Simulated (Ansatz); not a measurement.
**BH₃O₂Te: up Jacob's ladder to CCSD(T)**

Aim: compute BH₃O₂Te with functionals from several rungs and with coupled cluster. The yardstick is the atomisation energy at the CCSD(T) limit.

Program: Ansatz 0.2.0, Gaussian basis. Level of theory: functionals in def2-TZVPP, the program's frozen cores in correlated methods. These are calculated values, not measurements.

Levels to be run: LDA (SPW92), PBE-D4, revPBE-D4, BLYP-D4, r2SCAN-D4, B97M-V, PBE0-D4, B3LYP-D4, r2SCANh-D4, r2SCAN0-D4, HSE06-D4, BHLYP-D4, CAM-B3LYP-D4, LC-ωPBE, ωB97X-V, ωB97M-V, B2PLYP, PBE-QIDH; CCSD(T)/def2-SVP; CCSD(T)/def2-TZVPP; MP2/def2-QZVPP; extrapolation to the limit; RPA on PBE.

### 1 The geometry

All runs share one geometry, relaxed beforehand with PBE0-D4 in a triple-zeta def2 set. Te takes the def2 core potential; no spin-orbit term is included.

SMILES `OB(O)[TeH]`, 7 atoms, charge 0, spin multiplicity 1.

Atoms are counted from 1 here; the program's logs count them from 0.

Bond lengths: O1–B2 1.353 Å, O1–H5 0.957 Å, B2–O3 1.354 Å, B2–Te4 2.206 Å, O3–H6 0.957 Å, Te4–H7 1.657 Å. Angles: B2–O1–H5 114.6°, O1–B2–O3 116.8°, O1–B2–Te4 122.8°, O3–B2–Te4 120.4°, B2–O3–H6 115.7°, B2–Te4–H7 93.3°.

### 2 LDA

This LDA is Slater exchange with PW92 correlation.

File in.yaml:

```yaml
crystal:
  periodic: [false, false, false]
  atoms:
    - {symbol: O, position_ang: [0.130088, 1.424833, -0.102416]}
    - {symbol: B, position_ang: [0.244652, 0.152714, 0.342445]}
    - {symbol: O, position_ang: [0.934676, -0.032761, 1.493002]}
    - {symbol: Te, position_ang: [-0.633441, -1.568469, -0.722425]}
    - {symbol: H, position_ang: [-0.363282, 1.518577, -0.917590]}
    - {symbol: H, position_ang: [1.006614, -0.938891, 1.793213]}
    - {symbol: H, position_ang: [-1.258108, -0.624003, -1.931829]}
basis:
  gaussian: {orbitals: def2-TZVPP}
hamiltonian: {xc: lda}
output: {orbitals: {seedname: orbitals}}
```

Further steps of the session: PBE-D4 (GGA); revPBE-D4 (GGA); BLYP-D4 (GGA); r2SCAN-D4 (meta-GGA); B97M-V (meta-GGA); PBE0-D4 (hybrid); B3LYP-D4 (hybrid); r2SCANh-D4 (hybrid); r2SCAN0-D4 (hybrid); HSE06-D4 (hybrid); BHLYP-D4 (hybrid); CAM-B3LYP-D4 (range-separated); LC-ωPBE-D4 (range-separated); ωB97X-V (range-separated); ωB97M-V (range-separated); B2PLYP (double hybrid); PBE-QIDH (double hybrid); CCSD(T) in def2-SVP; CCSD(T) in def2-TZVPP; MP2 in def2-QZVPP; RPA on PBE orbitals.

Q: Predict the results of all the runs planned. Wanted: atomisation energy, CCSD(T)/CBS; farthest beyond LDA; mean size of error, GGA; mean size of error, meta-GGA; mean size of error, hybrid; mean size of error, range-separated; mean size of error, double hybrid; gap, smallest and largest; T1 diagnostic.

**Answer**, as computed:

| quantity | value |
| --- | --- |
| atomisation energy, CCSD(T)/CBS | 2620.9 kJ/mol |
| functionals within 26.2 kJ/mol (1.0 %) | BLYP-D4, r2SCAN-D4, B97M-V, PBE0-D4, B3LYP-D4, HSE06-D4, CAM-B3LYP-D4, ωB97X-V, ωB97M-V |
| farthest beyond LDA | BHLYP-D4 (-131.6 kJ/mol) |
| mean size of error, GGA | 30.4 kJ/mol |
| mean size of error, meta-GGA | 6.5 kJ/mol |
| mean size of error, hybrid | 48.4 kJ/mol |
| mean size of error, range-separated | 19.4 kJ/mol |
| mean size of error, double hybrid | 43.3 kJ/mol |
| gap, smallest and largest | 3.83 eV (BLYP-D4), 10.47 eV (LC-ωPBE) |
| T1 diagnostic | 0.0121 |
| triples share of the correlation energy | 3.1 % |

**Reading.** LDA overbinds by 438.0 kJ/mol (17 %). PBE-D4 misses by +55.4 kJ/mol. Double hybrids carry the basis error of their MP2 part in triple zeta, and no dispersion term here, so their miss is partly the set-up's. The rungs meta-GGA, range-separated miss on average by less than the doubt on the reference (26.2 kJ/mol), so they tie. Misses under about 26.2 kJ/mol are within the doubt on the reference itself, which lacks core-valence correlation, spin-orbit coupling and higher excitations, and its outer-core shells are covered unevenly. All levels share the lack of spin-orbit coupling, which lowers the free heavy atoms and so the true binding. Hartree-Fock recovers 69 % of the binding; the rest is correlation. CCSD(T) in def2-SVP is off by -184.0 kJ/mol, more than most functionals: a good method in a small basis is no reference. The gap grows from 3.8 to 10.5 eV across the functionals, mostly with the share of exact exchange. Correlated methods include outer-core shells of Te, which these sets cover unevenly.
